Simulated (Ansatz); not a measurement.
# FHSSn: one species, many methods

One table from this session's results is given with a row withheld; the runs are named, their logs left out.

Program: Ansatz 0.2.0, Gaussian basis. Level of theory: functionals in def2-TZVPP, the program's frozen cores in correlated methods. These are calculated values, not measurements.

The runs, in order: LDA (SPW92), PBE-D4, revPBE-D4, BLYP-D4, r2SCAN-D4, B97M-V, PBE0-D4, B3LYP-D4, r2SCANh-D4, r2SCAN0-D4, HSE06-D4, BHLYP-D4, CAM-B3LYP-D4, LC-ωPBE, ωB97X-V, ωB97M-V, B2PLYP, PBE-QIDH; CCSD(T)/def2-SVP; CCSD(T)/def2-TZVPP; CCSD(T)/def2-QZVPP; extrapolation to the limit; RPA on PBE.

## The geometry

All runs share one geometry, relaxed beforehand with PBE0-D4 in a triple-zeta def2 set. Sn takes the def2 core potential; no spin-orbit term is included.

4 atoms, charge 0, spin multiplicity 1.

Atoms are counted from 1 here; the program's logs count them from 0.

Bond lengths: F1–Sn2 1.948 Å, Sn2–S3 2.426 Å, S3–H4 1.346 Å. Angles: F1–Sn2–S3 94.0°, Sn2–S3–H4 90.4°.

Set-up of the first run:

in.yaml reads:

```yaml
crystal:
  periodic: [false, false, false]
  atoms:
    - {symbol: F, position_ang: [-1.622826, -0.458031, 0.334766]}
    - {symbol: Sn, position_ang: [-0.523415, 1.102387, 0.725657]}
    - {symbol: S, position_ang: [1.440089, 0.206656, -0.381613]}
    - {symbol: H, position_ang: [0.761651, -0.911313, -0.699109]}
basis:
  gaussian: {orbitals: def2-TZVPP}
hamiltonian: {xc: lda}
output: {orbitals: {seedname: orbitals}}
```

Launch:

```
ansatz run in.yaml --threads 4 --pin off --events-out ev --progress --plain --max-ram 10444MiB
```

Steps of the session up to this table: LDA; PBE-D4 (GGA); revPBE-D4 (GGA); BLYP-D4 (GGA); r2SCAN-D4 (meta-GGA); B97M-V (meta-GGA); PBE0-D4 (hybrid); B3LYP-D4 (hybrid); r2SCANh-D4 (hybrid); r2SCAN0-D4 (hybrid); HSE06-D4 (hybrid); BHLYP-D4 (hybrid); CAM-B3LYP-D4 (range-separated); LC-ωPBE (range-separated); ωB97X-V (range-separated); ωB97M-V (range-separated); B2PLYP (double hybrid); PBE-QIDH (double hybrid).

One of the session's tables, all rows but one given; the rest of the session is left out.

It belongs to the step «Frontier levels by functional». 

| functional | HOMO (eV) | LUMO (eV) | gap (eV) |
| --- | --- | --- | --- |
| LDA (SPW92) | -6.69 | -3.51 | 3.18 |
| PBE-D4 | -6.48 | -3.26 | 3.22 |
| revPBE-D4 | -6.42 | -3.17 | 3.25 |
| BLYP-D4 | -6.35 | -3.19 | 3.15 |
| r2SCAN-D4 | -6.77 | -3.21 | 3.56 |
| B97M-V | -6.65 | -3.20 | 3.45 |
| PBE0-D4 | -7.55 | -2.62 | 4.93 |
| B3LYP-D4 | -7.36 | -2.85 | 4.51 |
| r2SCANh-D4 | -7.17 | -2.97 | 4.20 |
| r2SCAN0-D4 | -7.75 | -2.60 | 5.15 |
| HSE06-D4 | -7.16 | -2.98 | 4.18 |
| BHLYP-D4 | -8.46 | -1.94 | 6.52 |
| CAM-B3LYP-D4 | -8.76 | -1.73 | 7.03 |
| LC-ωPBE | -9.96 | -0.66 | 9.30 |
| ωB97X-V | -9.66 | -0.74 | 8.92 |
| ωB97M-V | ? | ? | ? |

**Question.** Estimate the row for ωB97M-V.

**Answer.** HOMO (eV): -9.55; LUMO (eV): -0.87; gap (eV): 8.68. In the column «HOMO (eV)» it lies between ωB97X-V (-9.66) and CAM-B3LYP-D4 (-8.76).
